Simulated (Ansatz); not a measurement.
# CH₂FI (SMILES FCI): a rigid scan of the angle I3–C2–H5

An exercise on one series of results from a longer session: the logs are not shown, and one member is left open.

Method: single points in def2-TZVPP; program: Ansatz 0.2.0, Gaussian basis.

Levels: PBE-D4, r2SCAN-D4, PBE0-D4, B3LYP-D4, wB97M-V, Hartree-Fock, MP2, CCSD, CCSD(T). The scan takes 76.6, 84.1, 91.6, 99.1, 106.6, 114.1, 121.6, 129.1, 136.6°.

Cores are frozen in the correlated methods. Filled d shells of the heavier atoms are correlated. Core potentials replace the inner electrons past krypton, and spin-orbit coupling is left out. B3LYP uses VWN-RPA correlation.

19 further runs of the same task are left out: 19 set aside as unsound or not needed.

## The starting structure

The minimum, relaxed at PBE0-D4: 5 atoms, charge 0, spin multiplicity 1.

Atoms are counted from 1 here; the program's logs count them from 0.

Bond lengths: F1–C2 1.353 Å, C2–I3 2.142 Å, C2–H4 1.088 Å, C2–H5 1.088 Å. Angles: F1–C2–I3 111.0°, F1–C2–H4 109.9°, F1–C2–H5 109.9°, I3–C2–H4 106.6°, I3–C2–H5 106.6°, H4–C2–H5 112.7°.

As a file:

```xyz
5

F     1.1963    0.7109   -0.1755
C     0.1606   -0.1141    0.1034
I    -1.6323    0.5479   -0.8642
H     0.3681   -1.1120   -0.2772
H    -0.0427   -0.1062    1.1722
```

Energies of the minimum (eV), from earlier single points: PBE-D4 -11884.63067, r2SCAN-D4 -11890.23514, PBE0-D4 -11885.37827, B3LYP-D4 -11891.66043, wB97M-V -11887.09569, CCSD(T) -11866.92963.

At the minimum the angle I3–C2–H5 is 106.6°.

The first run:

File ccsdt-tzvpp/in.yaml:

```yaml
crystal:
  periodic: [false, false, false]
  atoms:
    - {symbol: F, position_ang: [1.196254, 0.710859, -0.175539]}
    - {symbol: C, position_ang: [0.160617, -0.114144, 0.103400]}
    - {symbol: I, position_ang: [-1.867570, 0.565885, 0.217927]}
    - {symbol: H, position_ang: [0.368116, -1.111996, -0.277239]}
    - {symbol: H, position_ang: [-0.042693, -0.106249, 1.172163]}
basis:
  gaussian: {orbitals: def2-TZVPP}
correlation: {method: ccsd_t}
```

The command line of these runs was not kept.

Steps of the session up to this table: I3–C2–H5 = 76.6°; I3–C2–H5 = 84.1°; I3–C2–H5 = 91.6°; I3–C2–H5 = 99.1°; I3–C2–H5 = 106.6°; I3–C2–H5 = 114.1°; I3–C2–H5 = 121.6°; I3–C2–H5 = 129.1°; I3–C2–H5 = 136.6°.

One of the session's tables, all rows but one given; the rest of the session is left out.

It belongs to the step «The curves». Energies less that of the minimum at the same level (kcal/mol):

| angle (°) | PBE-D4 | PBE0-D4 | B3LYP-D4 | wB97M-V | Hartree-Fock |
| --- | --- | --- | --- | --- | --- |
| 76.6 | 18.8 | 19.9 | 20.1 | 20.5 | 23.8 |
| 84.1 | 10.2 | 10.9 | 11.0 | 11.3 | 13.2 |
| 91.6 | 4.4 | 4.8 | 4.8 | 5.0 | 5.9 |
| 99.1 | ? | ? | ? | ? | ? |
| 106.6 (minimum) | 0.0 | 0.0 | 0.0 | 0.0 | 0.0 |
| 106.6 | 0.0 | 0.0 | 0.0 | 0.0 | 0.0 |
| 114.1 | 1.2 | 1.2 | 1.2 | 1.1 | 1.2 |
| 121.6 | 4.7 | 4.7 | 4.7 | 4.5 | 5.1 |
| 129.1 | 10.4 | 10.5 | 10.6 | 10.3 | 11.7 |
| 136.6 | 18.5 | 18.8 | 19.1 | 18.6 | 21.1 |

**Question.** Estimate the row for angle (°) = 99.1.

As computed: PBE-D4: 1.0; PBE0-D4: 1.2; B3LYP-D4: 1.2; wB97M-V: 1.3; Hartree-Fock: 1.5.
